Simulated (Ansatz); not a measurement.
# ClHOZn: the cost of one run

Program: Ansatz 0.2.0. Level of theory: RKS PBE0/def2-SVP. These are calculated values, not measurements.

## 1. The starting structure

Bond lengths: Zn1–O2 1.790 Å, O2–H3 1.010 Å, Zn1–Cl4 2.240 Å. Angles: Zn1–O2–H3 109.5°, O2–Zn1–Cl4 180.0°.

Structure file:

```xyz
4

Zn    0.0000    0.0000    0.0000
O     0.0000    0.0000    1.7900
H    -0.9095   -0.2814    2.1271
Cl    0.0000    0.0000   -2.2400
```

## 2. Relaxing the start

The input, input.yaml:

```yaml
crystal:
  periodic: [false, false, false]
  atoms:
    - { symbol: Zn, position_ang: [0.0, 0.0, 0.0] }
    - { symbol: O, position_ang: [0.0, 0.0, 1.79] }
    - { symbol: H, position_ang: [-0.9095, -0.2814, 2.1271] }
    - { symbol: Cl, position_ang: [0.0, 0.0, -2.24] }
basis:
  gaussian: { orbitals: def2-SVP }
hamiltonian:
  xc: pbe0
relax:
  f_tol: 0.02
  max_steps: 40
```

Command:

```console
ansatz run input.yaml --threads 1 --pin off --max-ram 2048MiB --backend cpu --events-out ev --progress --plain --runs-dir out
```

What time and memory should one allow on 1 thread of Arm Neoverse V1, shared host?

About 16 s, with a peak of 0.12 GiB.
